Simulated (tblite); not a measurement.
# C4H9ClSi2: the cost of one run

Computed with tblite 0.8.0 and PySCF 2.14.0, with density-fitted response routines of our own, on a single molecule in the gas phase. Atoms are numbered from 0 throughout.

### Step 1. The molecule as given

16 atoms, charge 0, multiplicity 1; geometry from: force field or distance geometry start.

Bonds of the start (Å): Cl0–Si1 2.10, Si1–Si2 2.20, Si2–C3 1.90, C3–C4 1.47, C4–C5 1.27, C5–C6 1.47, C6–Si2 1.88, Si1–H7 1.49, Si1–H8 1.46, Si2–H9 1.47, C3–H10 1.09, C3–H11 1.09, C4–H12 1.13, C5–H13 1.12, C6–H14 1.10, C6–H15 1.12.

### Step 2. Geometry optimisation with GFN2-xTB

What the job is given:

```
{"job": {"kind": "relax", "xc": "GFN2-xTB", "basis": "xTB"}, "charge": 0, "multiplicity": 1}
Cl     3.261300     2.169400    -0.559100
Si     2.495300     0.224900    -0.332700
Si     0.502300     0.234300     0.608200
C     -0.811400     1.124300    -0.431800
C     -1.991500     0.297100    -0.133800
C     -1.812700    -0.904600     0.242700
C     -0.430600    -1.378200     0.375900
H      3.454300    -0.472300     0.569500
H      2.464300    -0.536500    -1.572400
H      0.477000     0.710300     1.995300
H     -0.929300     2.168400    -0.141000
H     -0.583700     1.115500    -1.502800
H     -3.026800     0.740800    -0.258600
H     -2.662900    -1.597100     0.479400
H     -0.158500    -1.823600    -0.595900
H     -0.254600    -2.063600     1.245500
```

Started as:

```
OMP_NUM_THREADS=1 python probes_run.py task.json out
```

This one command runs all jobs of the session in turn.

**Question.** How long does this first job take on 1 thread of Arm Neoverse N1, shared host?

About 1.2 s.
